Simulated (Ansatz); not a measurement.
Task: a ladder of methods at one geometry of CH₇NSi₂, SMILES C1N[SiH2][SiH2]1, with Ansatz 0.2.0, Python API. Give the script and its output. Level of theory (for the species named): MP2, def2-SVP basis, multiplicity 1. The script varies method: mp2, ccsd, ccsd_t.

Contents of `ch7nsi2.xyz`:
```text
11

C    -0.64200    0.89600   -0.11330
N     0.73790    0.81490   -0.51080
Si    0.96510   -0.86760   -0.39030
Si   -0.57480   -0.55860    1.09050
H    -0.93660    1.87350    0.36080
H    -1.40170    0.80260   -0.94820
H     0.99280    1.16190   -1.43860
H     0.68660   -1.45450   -1.69240
H     2.38610   -1.09450    0.13760
H    -0.27770   -0.19520    2.51610
H    -1.87030   -1.43570    1.00930
```

Script `methods.py`:
```python
"""CH7NSi2 at several levels of theory."""

import warnings

import ansatz


def main() -> None:
    warnings.simplefilter("ignore", ansatz.DeckWarning)

    mol = ansatz.Crystal.molecule_from_extxyz("ch7nsi2.xyz")

    job = mol.calculation().basis(gaussian="def2-SVP")

    methods = ["mp2", "ccsd", "ccsd_t"]
    reports = [job.correlation(m).run(threads=1, backend="cpu").report for m in methods]
    print(f"Hartree-Fock reference {reports[0]['reference_energy_ev'] / 27.211386246:.6f} Ha")
    best = reports[-1]["free_energy_ev"] - reports[-1]["reference_energy_ev"]
    for method, each in zip(methods, reports):
        gained = each["free_energy_ev"] - each["reference_energy_ev"]
        print(f"{method:8s} total {each['free_energy_ev'] / 27.211386246:.6f} Ha  correlation {gained:9.4f} eV  ({100 * gained / best:.1f} % of the last)")


if __name__ == "__main__":
    main()
```

Output of `python methods.py`:
```text
Hartree-Fock reference -673.947789 Ha
mp2      total -674.454379 Ha  correlation  -13.7850 eV  (87.4 % of the last)
ccsd     total -674.510061 Ha  correlation  -15.3002 eV  (97.0 % of the last)
ccsd_t   total -674.527374 Ha  correlation  -15.7713 eV  (100.0 % of the last)
```

Caveats:
- Total energies depend on the basis set; only differences at equal settings carry meaning.
- The geometry is a force-field or estimated start, not a minimum of this method, and the basis set is short of its limit. A lower total doesn't mark the better method: functionals have no common bound, and MP2 and coupled cluster aren't variational.
- Inner cores stay frozen, so this is valence correlation.
- It ran for 16 s on 1 thread of Arm Neoverse V1, on a shared host, peak memory 0.43 GiB.

(Lines on the test bed's own set-up are left out of the output.)
